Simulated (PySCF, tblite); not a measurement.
**C4H8FO2S radical: geometry, infrared bands and EPR parameters**

Aim: predict the infrared bands and EPR parameters of C4H8FO2S radical (`[CH2]S(=O)(=O)CCCF`).

The runs use tblite 0.8.0 and PySCF 2.14.0, with density-fitted response routines of our own; the level of theory stands in each step. All values are computed, except where a source is named. Atoms are numbered from 0 throughout.

**1. The starting structure**

16 atoms, charge 0, multiplicity 2; geometry from: force field or distance geometry start.

Bonds of the start (Å): C0–S1 1.75, S1–O2 1.51, S1–O3 1.52, S1–C4 1.75, C4–C5 1.49, C5–C6 1.50, C6–F7 1.39, C0–H8 1.10, C0–H9 1.12, C4–H10 1.13, C4–H11 1.13, C5–H12 1.12, C5–H13 1.11, C6–H14 1.10, C6–H15 1.11.

**2. Optimising the geometry with GFN2-xTB**

Job settings and geometry (Å):

```
{"job": {"kind": "relax", "xc": "GFN2-xTB", "basis": "xTB"}, "charge": 0, "multiplicity": 2}
C      1.683000     1.215800    -0.117900
S      1.429800    -0.505600     0.041600
O      2.368300    -1.285200    -0.840900
O      1.772100    -0.931900     1.463000
C     -0.198500    -1.083300    -0.235900
C     -1.259000    -0.521600     0.646300
C     -1.426000     0.966200     0.607600
F     -2.438500     1.310700     1.498800
H      1.663700     1.602500    -1.144700
H      2.702500     1.450800     0.275800
H     -0.488500    -1.019600    -1.330200
H     -0.188100    -2.195800    -0.046000
H     -2.232300    -0.948100     0.280200
H     -1.086600    -0.937400     1.661000
H     -0.548800     1.563700     0.884100
H     -1.760500     1.327800    -0.386700
```

Command:

```console
> OMP_NUM_THREADS=1 python probes_run.py task.json out
```

The driver reads the jobs from task.json and runs them one after another.

**Question.** This job is followed by: GFN2-xTB harmonic vibrations, gas phase; UKS B3LYP, pcH-1 on C F H O S, non-relativistic, mean-field spin-orbit, GIAO. What will the session give for the following? strongest single infrared mode (GFN2-xTB); zero-point energy (GFN2-xTB); g(iso) (B3LYP); ⟨S²⟩; largest a(iso) (averaged by class); potential on the surface of density 0.002 e/bohr³, 1st and 99th percentile.

The runs gave:

| quantity | value |
| --- | --- |
| strongest single infrared mode (GFN2-xTB) | 1247 cm⁻¹, 406 km/mol |
| zero-point energy (GFN2-xTB) | 72.4 kcal/mol |
| g(iso) (B3LYP) | 2.00262 |
| ⟨S²⟩ | 0.755 (exact 0.75) |
| largest a(iso) (averaged by class) | 13C on C0, 189.8 MHz |
| potential on the surface of density 0.002 e/bohr³, 1st and 99th percentile | -1.69 V and 1.65 V |

**Reading.** Relaxing lowered the energy by 1.131 eV in 108 steps; the close pair that moved most is S1–O3, from 1.523 to 1.436 Å. All 42 modes are real, so the xTB geometry is a minimum. The strongest single mode, at 1247 cm⁻¹, is spread over several atoms, S1, O3, O2 among them. Unscaled tight-binding wavenumbers are off by several per cent, some by more. Its intensities can rank the bands wrongly. C0 carries the largest spin population, 0.82 e. The isotropic g lies 0.3 ppt above the free-electron value. These values are for one conformer; the search (at its own cheap level) found 2 more, at 0.83, 2.26 kcal/mol, and measured spectra average over such forms.
